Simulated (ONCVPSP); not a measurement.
# Pseudopotential generation for Sm: ONCV, LDA (Perdew-Wang 92)

Do these settings give a usable potential? It is generated, then checked for transferability, scattering, ghosts and hardness.

Method: ONCVPSP 4.0.1, LDA (Perdew-Wang 92), scalar-relativistic.

**1. The design**

Typed settings, in words:

```
element                 : samarium (Sm, Z = 62)
type                    : optimised norm-conserving Vanderbilt (ONCV)
frozen core             : [Kr] 4d10
valence charge          : 16
reference configuration : 4f6 5s2 5p6 6s1.5 (charge +0.5)
partial waves           : 5s+6s: rc 2.55 bohr, ncon 4, nbas 7, qcut 5.7 1/bohr, 2 projectors; 5p: rc 2.05 bohr, ncon 3, nbas 7, qcut 8 1/bohr, 2 projectors, debl 3.1 Ha; d scattering state at 0.13 Ha: rc 2.05 bohr, ncon 3, nbas 7, qcut 4.5 1/bohr, 3 projectors, debl 2.8 Ha; 4f: rc 0.90 bohr, ncon 3, nbas 8, qcut 15.4 1/bohr, 2 projectors, debl 1 Ha
local potential         : polynomial inside 0.85 bohr (lpopt 5, dvloc0 6 Ha)
core correction         : polynomial model core, fcfact 0.6
```

The nodes and maxima of the atom's own shells, from an earlier all-electron run, set the scale for the radii.

All-electron outer shells of the reference configuration (LDA (PZ), scalar-relativistic, ld1.x):

```json
{"shell": "5s", "level (eV)": "-46.36", "outermost node (bohr)": "0.69", "outermost maximum (bohr)": "1.27"}
{"shell": "5p", "level (eV)": "-26.29", "outermost node (bohr)": "0.74", "outermost maximum (bohr)": "1.43"}
{"shell": "6s", "level (eV)": "-6.13", "outermost node (bohr)": "1.69", "outermost maximum (bohr)": "3.48"}
{"shell": "4f", "level (eV)": "-5.61", "outermost node (bohr)": "–", "outermost maximum (bohr)": "0.61"}
{"shell": "5d", "level (eV)": "-4.51", "outermost node (bohr)": "0.84", "outermost maximum (bohr)": "2.17"}
{"shell": "6p", "level (eV)": "-3.27", "outermost node (bohr)": "2.04", "outermost maximum (bohr)": "4.59"}
```

**2. The generation run**

Sm.dat reads:

```
# ATOM AND REFERENCE CONFIGURATION
# atsym  z   nc   nv     iexc    psfile
  Sm 62.00    9    4  -001012      upf
#
#   n    l    f
    1    0    2.00
    2    0    2.00
    2    1    6.00
    3    0    2.00
    3    1    6.00
    3    2   10.00
    4    0    2.00
    4    1    6.00
    4    2   10.00
    4    3    6.00
    5    0    2.00
    5    1    6.00
    6    0    1.50
#
# PSEUDOPOTENTIAL AND OPTIMIZATION
# lmax
    3
#
#   l,   rc,      ep,       ncon, nbas, qcut
    0    2.55    0.00    4    7    5.70
    1    2.05    0.00    3    7    8.00
    2    2.05    0.13    3    7    4.50
    3    0.90    0.00    3    8   15.40
#
# LOCAL POTENTIAL
# lloc, lpopt,  rc(5),   dvloc0
    4    5    0.85    6.00
#
# VANDERBILT-KLEINMAN-BYLANDER PROJECTORs
# l, nproj, debl
    0    2    2.30
    1    2    3.10
    2    3    2.80
    3    2    1.00
#
# MODEL CORE CHARGE
# icmod, fcfact, rcfact
    1    0.60    0.00
#
# LOG DERIVATIVE ANALYSIS
# epsh1, epsh2, depsh
   -3.00    5.00    0.02
#
# OUTPUT GRID
# rlmax, drl
    6.00    0.01
#
# TEST CONFIGURATIONS
# ncnf
    4
# nvcnf
#   n    l    f
    4
    4    3    6.00
    5    0    2.00
    5    1    6.00
    6    0    2.00
#
    4
    4    3    6.00
    5    0    2.00
    5    1    6.00
    6    0    1.00
#
    4
    4    3    6.00
    5    0    2.00
    5    1    6.00
    6    0    0.00
#
    5
    4    3    6.00
    5    0    2.00
    5    1    6.00
    6    0    0.00
    6    1    2.00
#
```

The run is started by

```console
$ oncvpsp.x < Sm.dat > Sm.out
```

**Question.** What will these runs give? Wanted: cutoffs for 1 and 0.1 mHa per electron, occupied waves; bound ghosts; GHOST(+) flags; largest phase difference near zero energy, channels read; rms error of d²Exc/dn², without and with the model core; projector energies reset by the program.

**Answer**, as computed:

```
                                                quantity                      value
  cutoffs for 1 and 0.1 mHa per electron, occupied waves          114 Ha and 355 Ha
                                            bound ghosts            s at -228.97 eV
                                          GHOST(+) flags    p at 46 eV, d at 298 eV
largest phase difference near zero energy, channels read                  0.001 rad
 rms error of d²Exc/dn², without and with the model core          8.72 and 1.76 mHa
                 projector energies reset by the program  d: 0.050, 2.850, 5.650 Ha
```

**Reading.** A bound ghost (s) makes it unfit for use: electrons can fall into a state that the atom doesn't have. By its cutoff, 114 Ha for the looser tolerance, it is very hard. The tighter tolerance needs 355 Ha, and converged work needs a cutoff nearer that. At the looser tolerance the 4f wave is the slowest; 5p needs 18 Ha. Near zero energy the phases of the channels with partial waves agree within 0.001 rad. The program also flags highly localised states, GHOST(+) (p, d).
